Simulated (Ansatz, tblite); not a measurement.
# B8P8 wurtzite off sphere (B8P8H22): rung by rung

The task here is to estimate one member of a computed series from the others.

Computed with Ansatz 0.2.0, Gaussian basis. Level: as each input shows.

Plan: GFN1-xTB, GFN2-xTB, PBE-D4/def2-TZVP, r2SCAN-D4/def2-TZVP, PBE-D4/def2-SVP, PBE0-D4/def2-SVP.

1 further run of the same task is left out (set aside as unsound or not needed).

### The geometry

The geometry is that of the singlet, from an earlier relaxation (PBE-D4/def2-SVP).

38 atoms, charge 0, spin multiplicity 1.

Bond lengths: B1–P2 1.963 Å, B1–P3 1.959 Å, B1–H17 1.223 Å, B1–H18 1.223 Å, P2–B5 1.951 Å, P2–H19 1.429 Å, P2–H20 1.429 Å, P3–B4 1.959 Å, P3–B11 1.963 Å, P3–H21 1.431 Å, B4–P6 1.990 Å, B4–P7 1.959 Å, B4–H22 1.222 Å, B5–P6 1.966 Å, B5–P12 1.966 Å, B5–H23 1.220 Å, P6–B9 1.966 Å, P6–H24 1.431 Å and more. Angles: P2–B1–P3 104.2°, P2–B1–H17 108.9°, P2–B1–H18 109.1°, P3–B1–H17 109.3°, P3–B1–H18 109.9°, H17–B1–H18 114.9°, B1–P2–B5 115.6°, B1–P2–H19 112.0°, B1–P2–H20 112.0°, B5–P2–H19 108.8°, B5–P2–H20 107.8°, H19–P2–H20 99.3°, B1–P3–B4 112.4°, B1–P3–B11 111.0°, B1–P3–H21 107.7°, B4–P3–B11 111.0°, B4–P3–H21 107.2°, B11–P3–H21 107.3° and more.

PBE0-D4/def2-TZVP was run before; its log isn't repeated, and its numbers join the tables.

The first run:

Tight binding, by tblite at 300 K electronic temperature and without a spin-polarisation term:

```python
tblite.interface.Calculator('GFN1-xTB', numbers, positions, charge=0, uhf=0).singlepoint()
```

Tight binding, by tblite at 300 K electronic temperature and without a spin-polarisation term:

```python
tblite.interface.Calculator('GFN2-xTB', numbers, positions, charge=0, uhf=0).singlepoint()
```

start.molden holds the orbitals of an earlier run on this state, given as this run's starting guess.

Contents of in.yaml:

```yaml
crystal:
  periodic: [false, false, false]
  atoms:
    - {symbol: B, position_ang: [0.435110, -3.505843, -1.035915]}
    - {symbol: P, position_ang: [0.425095, -3.411995, 0.924794]}
    - {symbol: P, position_ang: [0.432330, -1.631420, -1.605547]}
    - {symbol: B, position_ang: [-1.179530, -0.679047, -1.027495]}
    - {symbol: B, position_ang: [0.421632, -1.614997, 1.684114]}
    - {symbol: P, position_ang: [-1.134599, -0.655581, 0.961481]}
    - {symbol: P, position_ang: [-1.197225, 1.194094, -1.602214]}
    - {symbol: B, position_ang: [-2.817366, 2.134744, -1.029282]}
    - {symbol: B, position_ang: [-1.185104, 1.170634, 1.687389]}
    - {symbol: P, position_ang: [-2.739912, 2.074308, 0.931243]}
    - {symbol: B, position_ang: [2.052714, -0.707113, -0.993321]}
    - {symbol: P, position_ang: [1.984582, -0.641451, 0.994214]}
    - {symbol: P, position_ang: [1.962767, 1.133920, -1.626865]}
    - {symbol: B, position_ang: [0.414930, 2.132629, -0.989958]}
    - {symbol: B, position_ang: [2.052344, 1.181779, 1.708640]}
    - {symbol: P, position_ang: [0.439496, 2.037327, 0.997380]}
    - {symbol: H, position_ang: [-0.596626, -4.044737, -1.411669]}
    - {symbol: H, position_ang: [1.464851, -4.052404, -1.405383]}
    - {symbol: H, position_ang: [-0.659190, -4.152089, 1.489544]}
    - {symbol: H, position_ang: [1.518993, -4.127882, 1.500783]}
    - {symbol: H, position_ang: [0.445943, -1.612749, -3.036018]}
    - {symbol: H, position_ang: [-2.182943, -1.257326, -1.416326]}
    - {symbol: H, position_ang: [0.409081, -1.615779, 2.903916]}
    - {symbol: H, position_ang: [-2.304340, -1.330783, 1.432856]}
    - {symbol: H, position_ang: [-1.175699, 1.199049, -3.032701]}
    - {symbol: H, position_ang: [-3.801262, 1.513429, -1.406081]}
    - {symbol: H, position_ang: [-2.773922, 3.300679, -1.395793]}
    - {symbol: H, position_ang: [-1.190845, 1.158000, 2.907178]}
    - {symbol: H, position_ang: [-3.922627, 1.503922, 1.495347]}
    - {symbol: H, position_ang: [-2.812618, 3.378176, 1.510468]}
    - {symbol: H, position_ang: [3.060862, -1.265472, -1.394837]}
    - {symbol: H, position_ang: [3.136922, -1.350338, 1.453704]}
    - {symbol: H, position_ang: [1.968121, 1.138721, -3.056439]}
    - {symbol: H, position_ang: [3.179954, 1.835572, -1.373288]}
    - {symbol: H, position_ang: [0.436081, 3.285568, -1.389480]}
    - {symbol: H, position_ang: [1.987929, 1.143123, 2.929280]}
    - {symbol: H, position_ang: [3.040708, 1.752392, 1.256998]}
    - {symbol: H, position_ang: [0.403360, 3.388949, 1.459273]}
basis:
  gaussian: {orbitals: def2-TZVP, fitting: {mean_field: def2-universal-jkfit}, initial_orbitals: start.molden}
hamiltonian: {xc: pbe, dispersion: d4}
scf: {omitted_lower_state_checks: [starts]}
output: {orbitals: {seedname: orbitals}}
```

On the command line:

```
$ ansatz run in.yaml --threads 2 --pin off --events-out ev --progress --plain --max-ram 32768MiB --backend cuda --devices 0, --max-vram 18GiB
```

Steps of the session up to this table: PBE-D4/def2-TZVP; r2SCAN-D4/def2-TZVP; PBE-D4/def2-SVP; PBE0-D4/def2-SVP.

One table of the session follows, with a row left open; its other results are not shown here.

It belongs to the step «Binding energy». 

| level | binding an atom (eV) |
| --- | --- |
| PBE-D4/def2-SVP | 3.624 |
| PBE-D4/def2-TZVP | ? |
| r2SCAN-D4/def2-TZVP | 3.562 |
| PBE0-D4/def2-SVP | 3.599 |
| PBE0-D4/def2-TZVP | 3.581 |

Estimate the missing values for PBE-D4/def2-TZVP.

As computed: binding an atom (eV): 3.608. In the column «binding an atom (eV)» it lies between PBE0-D4/def2-SVP (3.599) and PBE-D4/def2-SVP (3.624).

Caveats from the session: Free atoms were run apart at each level; binding is atoms less cluster, divided by the number of atoms, without zero-point or spin-orbit terms.
